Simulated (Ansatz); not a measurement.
# CH2BrF: geometry and frequencies at several levels

The task here is to estimate one member of a computed series from the others.

Computed with Ansatz 0.2.0 (the levels named in each step, unless a step's input says otherwise).

**The starting structure**

Bond lengths: F1–C2 1.351 Å, C2–Br3 1.935 Å, C2–H4 1.087 Å, C2–H5 1.087 Å. Angles: F1–C2–Br3 110.7°, F1–C2–H4 109.8°, F1–C2–H5 109.8°, Br3–C2–H4 106.9°, Br3–C2–H5 106.9°, H4–C2–H5 112.7°.

As a file:

```xyz
5

F    -1.8722    0.8622   -0.0817
C    -1.2669   -0.3368    0.0663
Br    0.6572   -0.1428    0.0074
H    -1.5130   -0.7554    1.0392
H    -1.5440   -0.9926   -0.7555
```

Set-up of the first run:

The input, input.yaml:

```yaml
crystal:
  periodic: [false, false, false]
  atoms:
    - { symbol: F, position_ang: [-1.87224071, 0.86224563, -0.0816854] }
    - { symbol: C, position_ang: [-1.26694849, -0.33678107, 0.06633151] }
    - { symbol: Br, position_ang: [0.65719599, -0.14277808, 0.00743695] }
    - { symbol: H, position_ang: [-1.51301598, -0.75544649, 1.0391946] }
    - { symbol: H, position_ang: [-1.54403079, -0.99264999, -0.75546767] }
basis:
  gaussian: { orbitals: def2-TZVPP }
hamiltonian:
  xc: pbe0
  dispersion: d4
phonons: {}
```

On the command line:

```
> ansatz run input.yaml --threads 2 --pin off --max-ram 5120MiB --backend cpu --events-out ev --progress --plain --runs-dir out
```

Steps of the session up to this table: Frequencies, PBE0-D4/def2-TZVPP; Relaxation, PBE-D4/def2-TZVPP; Frequencies, PBE-D4/def2-TZVPP; Relaxation, r2SCAN-D4/def2-TZVPP; Frequencies, r2SCAN-D4/def2-TZVPP; Relaxation, B3LYP-D4/def2-TZVPP; Frequencies, B3LYP-D4/def2-TZVPP; Relaxation, B2PLYP/def2-TZVPP.

One of the session's tables, all rows but one given; the rest of the session is left out.

It belongs to the step «Geometries side by side». 

| level | F1–C2 (Å) | C2–Br3 (Å) | dipole (D) |
| --- | --- | --- | --- |
| PBE-D4/def2-TZVPP | ? | ? | ? |
| r2SCAN-D4/def2-TZVPP | 1.3586 | 1.9508 | 1.80 |
| B3LYP-D4/def2-TZVPP | 1.3612 | 1.9571 | 1.80 |
| B2PLYP/def2-TZVPP | 1.3612 | 1.9435 | 1.79 |

Q: Estimate the row for PBE-D4/def2-TZVPP from the others.

The run gave: F1–C2 (Å): 1.3683; C2–Br3 (Å): 1.9590; dipole (D): 1.70. In the column «F1–C2 (Å)» it is the highest.
